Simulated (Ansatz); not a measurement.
# ZrO (quintet): geometry optimisation

Where does this start of ZrO (quintet) end when it is relaxed?

Method: UKS PBE0/def2-TZVP; program: Ansatz 0.2.0, Gaussian basis.

### Step 1. The starting structure

2 atoms, charge 0, spin multiplicity 5.

Atoms are counted from 1 here; the program's logs count them from 0.

Bond lengths: Zr1–O2 2.110 Å.

The start is set by covalent radii. Sticks and bond lists go by distance. No spin-orbit coupling is included. Elements past krypton take def2 core potentials.

### Step 2. Relaxation

in.yaml reads:

```yaml
crystal:
  periodic: [false, false, false]
  atoms:
    - {symbol: Zr, position_ang: [0.000000, 0.000000, 0.000000]}
    - {symbol: O, position_ang: [0.000000, 0.000000, 2.110000]}
basis:
  gaussian: {orbitals: def2-TZVP}
magnetization: {spin_polarized: true, initial_magnetization: 4}
hamiltonian: {xc: pbe0}
relax: {f_tol: 0.004, max_steps: 80}
```

Run with:

```bash
$ ansatz run in.yaml --threads 1 --pin off --events-out ev --progress --plain --max-ram 2176MiB
```

Q: Predict the outcome of this session. Wanted: energy gained; shift from the start; total energy; dipole moment; ⟨S²⟩.

The runs gave:

```
                  quantity          value
                     steps              4
             energy gained       0.107 eV
shift from the start (rms)        0.059 Å
              total energy  -3321.3412 eV
             dipole moment         3.19 D
                      ⟨S²⟩          6.003
```

The bonds of the start are those of the end. Zr1–O2 went from 2.110 to 1.991 Å. No vibrations were run, so this is a stationary point, not a proven minimum, and this spin need not be the ground state's.
